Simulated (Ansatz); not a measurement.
This script makes cell relaxations under several functionals of AlCo, space group Pm-3m with Ansatz 0.2.0 through its Python package.

`alco.py`:
```python
import ansatz as az
import numpy as np

def edges_and_angles(cell):
    cell = np.asarray(cell)
    a, b, c = np.linalg.norm(cell, axis=1)
    cosines = cell[1] @ cell[2] / (b * c), cell[0] @ cell[2] / (a * c), cell[0] @ cell[1] / (a * b)
    return (a, b, c, *np.degrees(np.arccos(cosines)))


def main() -> None:
    system = (
        az.Lattice.cubic(2.819403)
        .space_group(221)
        .atom("Al", [0.0, 0.0, 0.0])
        .atom("Co", [0.5, 0.5, 0.5])
        .moments(Co=2.5)
    )

    base = (
        system.calculation()
        .kpoints(10, 10, 10)
        .occupations("Fermi-Dirac", width=0.05)
        .spin("collinear")
        .relax(cell=True)
    )

    levels = [("revpbe", "d3bj"), ("pbesol", "none"), ("rpbe", "none"), ("pbe", "d3bj")]
    print("level            a       b       c    alpha   beta  gamma  V/atom  steps")
    for name, dispersion in levels:
        seen = []
        run = base.functional(name, dispersion=dispersion).session().plan()
        result = run.execute(on_event=lambda e: seen.append(e) if e["event"] == "relax_step" else None)
        cell = result.lattice.cell_ang
        label = name if dispersion == "none" else f"{name}+{dispersion}"
        print("{:13s} {:7.4f} {:7.4f} {:7.4f} {:6.2f} {:6.2f} {:6.2f}".format(label, *edges_and_angles(cell)), f"{abs(np.linalg.det(cell)) / len(result.lattice.sites):7.3f} {len(seen):5d}")


if __name__ == "__main__":
    main()
```

Rank the levels of theory by the volume of the relaxed cell.

From smallest to largest: revPBE+D3BJ (11.03 Å³ an atom, -1.6 % against the start), PBE+D3BJ (11.20 Å³ an atom, +0.0 % against the start), PBEsol (11.24 Å³ an atom, +0.3 % against the start) and RPBE (11.87 Å³ an atom, +5.9 % against the start). The spread is 7.6 % in volume.

The run itself:

`python alco.py` gives:
```text
level            a       b       c    alpha   beta  gamma  V/atom  steps
DeckWarning: basis.ecutwfc = 420 eV, auto-derived from the records' recommended cutoffs: set by Al (normal level)
RunWarning: the starting moments were not kept: the SCF closed with an absolute magnetisation of 2.2e-6 μB, where they sum to 2.5 μB in size (1 site). That is at most 0.1 of that sum. Measured as dr2_m measures the in/out step, that magnetisation stands 8.7e-12 eV from none, at or under the dr2_threshold of 1.0e-7 eV: it is no larger than a step whose dr2_m would equal this threshold. The system may hold no moment; this SCF shows only that its start led to no more than that. To try another [...]
revpbe+d3bj    2.8047  2.8047  2.8047  90.00  90.00  90.00  11.031     4
pbesol         2.8224  2.8224  2.8224  90.00  90.00  90.00  11.242     4
rpbe           2.8738  2.8738  2.8738  90.00  90.00  90.00  11.867     7
pbe+d3bj       2.8192  2.8192  2.8192  90.00  90.00  90.00  11.204     3
```
(Warnings from the package without file and line, shortened, repeats left out.)

Reading the output:
- The SCF didn't keep the moments it started from (some shrank, vanished or turned); what is printed is the state reached.
- Forces vanish by symmetry, so the ions can't move, and the end may be a saddle.
- Dispersion corrections can be off by several per cent in the lattices of metals, and by several GPa in the pressure at a fixed cell.
- The mesh is modest for a metal, so energies can be off by several to tens of meV an atom and pressures by half a GPa or more; differences at equal mesh fare better.
- This cell is a computed structure, which may not be the phase found in nature.
- Finished in 58 s on 1 thread of Arm Neoverse V1, with other jobs on the host, peak memory 0.4 GiB.
